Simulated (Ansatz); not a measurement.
# ZnIr: pressure up to the limit of the methods

An exercise on one series of results from a longer session: the logs are not shown, and one member is left open.

Program: Ansatz 0.2.0. Level of theory: DFT PBEsol, with the methods named in each step. These are calculated values, not measurements.

## Starting point

Symmetry: P-6m2, No. 187, hexagonal system. The conventional cell has a = 2.775 Å, b = 2.775 Å, c = 4.171 Å, α = 90.00°, β = 90.00°, γ = 120.00°. Around Zn (site symmetry -6m2) lie 6 Ir at 2.63 Å and 6 Zn at 2.77 Å. Around Ir (site symmetry -6m2) lie 6 Zn at 2.63 Å and 6 Ir at 2.77 Å.

Structure file:

```xyz
2
Lattice="2.7749 0.0000 0.0000 -1.3874 2.4031 0.0000 0.0000 0.0000 4.1708" Properties=species:S:1:pos:R:3 pbc="T T T"
Zn    1.3874    0.8010    2.0854
Ir    0.0000    0.0000    0.0000
```

Whether this phase is the stable one at these pressures isn't tested.

Atoms are numbered in the order of the input: Zn1, Ir2.

Set-up of the first run:

Contents of input.yaml:

```yaml
crystal:
  lattice:
    - [2.7748519876, 0.0, 0.0]
    - [-1.3874259938, 2.403092313, 0.0]
    - [0.0, 0.0, 4.1708488715]
  atoms:
    - { symbol: Zn, position: [0.6666666667, 0.3333333333, 0.5] }
    - { symbol: Ir, position: [0.0, 0.0, 0.0] }
kpoints:
  mp_grid: { grid: [15, 15, 9] }
  band_path:
    path:
      - [0.0, 0.0, 0.0]
      - [0.5, 0.0, 0.0]
      - [0.3333333333, 0.3333333333, 0.0]
      - [0.0, 0.0, 0.0]
      - [0.0, 0.0, 0.5]
      - [0.5, 0.0, 0.5]
      - [0.3333333333, 0.3333333333, 0.5]
      - [0.0, 0.0, 0.5]
      - [0.5, 0.0, 0.5]
    npoints: 14
scf:
  occupations: { method: fermi_dirac, width: 0.05 }
hamiltonian:
  xc: pbesol
  pseudopotentials: { kind: all_electron, lapw: { basis_error: 0.001 } }
output:
  forces: true
  stress: true
  eigenvalues: true
  populations: true
```

Run with:

```bash
> ansatz run input.yaml --threads 1 --pin off --max-ram 2048MiB --backend cpu --events-out ev --progress --plain --runs-dir out
```

Steps of the session up to this table: The reference volume, LAPW; Volume scaled by 1, crystal datasets; Volume scaled by 0.9, LAPW; Volume scaled by 0.75, LAPW; Volume scaled by 0.6, LAPW; Volume scaled by 0.6, crystal datasets.

One table of the session follows, with a row left open; its other results are not shown here.

```
          method  volume over the first  volume (Å³/atom)  pressure (GPa)
            LAPW                      1            13.906           -3.73
            LAPW                    0.9            12.515           26.44
            LAPW                   0.75                 ?               ?
            LAPW                    0.6             8.344          388.48
             PAW                      1            13.906           -3.74
             PAW                    0.9            12.515           26.47
             PAW                   0.75            10.430          125.77
             PAW                    0.6             8.344          389.38
crystal datasets                      1            13.906           -3.73
crystal datasets                    0.6             8.344          388.48
```

Q: Estimate the row for LAPW, 0.75 from the others.

The run gave: volume (Å³/atom): 10.430; pressure (GPa): 125.58.

Caveats from the session: Rows by PAW come from runs of the same series that aren't printed here. Warnings in the runs' records: gradients without spin orbit, crystal datasets made.
